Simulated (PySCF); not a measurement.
# FeS₂: quintet, from a PBE minimum start

Where does quintet FeS₂ go from a PBE minimum start, is the end point a minimum, and what are its modes, charges and moments?

Method: PBE, basis Fe def2-SVP, S def2-SVP, no relativity, density fitting; program: PySCF 2.14.0.

### Step 1. The system as given

3 atoms, charge 0, spin multiplicity 5.

Bond lengths: Fe1–S2 2.005 Å, Fe1–S3 2.005 Å. Angles: S2–Fe1–S3 114.0°.

```xyz
3
charge 0 multiplicity 5
Fe   -0.5827    0.0000    0.0000
S     0.5097   -1.6815    0.0000
S     0.5097    1.6815    0.0000
```

### Step 2. Finding the electronic state

The steps below are one call of a driver around PySCF. For each, scf.py gives the equivalent set-up of the SCF; relaxations use the driver's own optimiser. After this first run the driver tries any further starts and a stability analysis.

scf.py

```python
from pyscf import gto, scf, dft
mol = gto.M(atom='''
Fe    -0.582710     0.000000    -0.000000
S      0.509720    -1.681540     0.000000
S      0.509720     1.681540    -0.000000''',
    basis={'Fe': 'def2-SVP', 'S': 'def2-SVP'},
    charge=0, spin=4)
mf = dft.UKS(mol, xc='PBE')
mf.grids.atom_grid = (50, 194)
aux = {'Fe': 'def2-universal-JKFIT', 'S': 'def2-universal-JKFIT'}
mf = mf.density_fit(auxbasis=aux)
mf.conv_tol = 1e-08
mf.diis_space = 10
mf.max_cycle = 60
mf.init_guess = 'minao'
mf.verbose = 4
mf.kernel()
```

Run with:

```
$ OMP_NUM_THREADS=2 python axn.py task.json out
```

The runs that follow: Relaxing the quintet from the PBE minimum start; Frequencies.

Q: Predict the outcome of this session. Wanted: minimum; geometry; wavenumbers; dipole moment; highest occupied, lowest empty level; polar-tensor charge of Fe1; zero-point energy; atomisation energy; ⟨S²⟩.

**Answer**, as computed:

```
                                          quantity                             value
                                           minimum                      quintet, C2v
                                          geometry  Fe–S 2.005 Å (×2); S–Fe–S 114.0°
                                wavenumbers (cm⁻¹)      142 (a1), 501 (a1), 562 (b2)
                                     dipole moment                            3.04 D
highest occupied, lowest empty level (either spin)                   -5.53, -4.88 eV
                        polar-tensor charge of Fe1                           +0.75 e
                                 zero-point energy                        7.2 kJ/mol
                               entropy at 298.15 K                   300.0 J/(mol K)
         atomisation energy (no zero-point energy)                        810 kJ/mol
                                              ⟨S²⟩                             6.075
```

**Reading.** The PBE minimum start keeps its C2v symmetry and ends in a minimum. The strongest infrared band lies at 562 cm⁻¹ (b2, stretch). Most of the spin sits on Fe1 (Mulliken spin 3.30, against 4 for the whole molecule). Other starts or spin states, not run here, may lie lower. Open d and f shells are described by one determinant, and the ground state may have another occupation or spin.
